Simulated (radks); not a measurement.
# Cu²⁴⁺ in [He] 2s2 2p1: an all-electron calculation

What are the levels of the copper ion Cu24+, how large are its shells, and how does its energy divide?

The numbers are computed with radks (a radial shooting solver on a logarithmic mesh, Libxc functionals) version 1 (scalar-relativistic Kohn-Sham, exchange-only r2SCAN, spin-unpolarised, spherical densities, finite nucleus), except any that are marked as measured or tabulated.

### 1 What is computed

- element: copper (Z = 29)
- charge: +24
- electrons: 5
- configuration: [He] 2s2 2p1
- nuclear rms radius: 3.8823 fm

The outer shells:

Cu²⁴⁺
```
[He] core
2s [↑↓]
2p [↑ ][  ][  ]
```

### 2 The calculation

Input:

```text
Z 29
configuration [He] 2s2 2p1
relativity scalar-relativistic
functional r2scan,
spin unpolarised
nucleus finite rms 3.8823 fm
c 137.035999084
```

What does the calculation give?

As calculated:

```
                        quantity                 value
                    total energy   -1102.17096 hartree
exchange-correlation share of it                2.42 %
                            −T/E                1.0206
          highest occupied level        2p, -2224.6 eV
    most extended occupied level  2s, <r> = 0.217 bohr
 radius at density 0.001 e/bohr³            0.694 bohr
    maxima of the radial density                     2
         ionisation energy, NIST   2307 (semi-emp.) eV
```

**Reading.** The radial density shows 2 maxima for 2 occupied principal shells. −T/E is 1.021: with relativity the kinetic term as defined here no longer equals −E. Minus the highest eigenvalue, 2224.6 eV, is 96 % of the tabulated ionisation energy (2307 eV). Spin polarisation and multiplet splitting are left out.
